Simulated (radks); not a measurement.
**As⁴⁺ in [Ar] 3d10 4s1: an all-electron calculation**

One table from this session's results is given with a row withheld; the runs are named, their logs left out.

Method: scalar-relativistic Kohn-Sham, PBEsol, spin-polarised, spherical densities, point nucleus; open shells are filled with parallel spins first. Code: radks (a radial shooting solver on a logarithmic mesh, Libxc functionals) version 1.

## The system

```
element       : arsenic (Z = 33)
charge        : +4
electrons     : 29
configuration : [Ar] 3d10 4s1
```

Outer shells as boxes (Hund's rule):

As⁴⁺
```
[Ar] core
3d [↑↓][↑↓][↑↓][↑↓][↑↓]
4s [↑ ]
```

The first run:

The run's settings:

```text
Z 33
configuration [Ar] 3d10 4s1
relativity scalar-relativistic
functional pbe_sol,pbe_sol
spin polarised
nucleus point
c 137.035999084
```

Launch:

```sh
$ python run_ks.py task.json out
```

All runs below come from this command, one after another.

Steps of the session up to this table: Self-consistent calculation.

One of the session's tables, all rows but one given; the rest of the session is left out.

It belongs to the step «Orbitals and density». Sizes of the orbitals, from the radial functions (bohr):

```
  level      <r>  outermost maximum (interpolated)  90 % within  nodes
  1s up  0.04552                            0.0298       0.0814      0
1s down  0.04552                            0.0298       0.0814      0
  2s up   0.2029                             0.170        0.314      1
2s down   0.2029                             0.170        0.314      1
  2p up   0.1773                             0.136        0.289      0
2p down   0.1773                             0.136        0.289      0
  3s up   0.5984                             0.522        0.894      2
3s down        ?                                 ?            ?      ?
  3p up   0.6167                             0.521        0.946      1
3p down   0.6157                             0.521        0.944      1
  3d up   0.6689                             0.476         1.12      0
3d down   0.6644                             0.475         1.11      0
  4s up    1.670                              1.49         2.42      3
4s down    1.667                              1.49         2.42      3
```

Estimate the missing values for 3s down.

As computed: <r>: 0.5980; outermost maximum (interpolated): 0.522; 90 % within: 0.893; nodes: 2. In the column «<r>» it lies between 2s down (0.2029) and 3s up (0.5984).
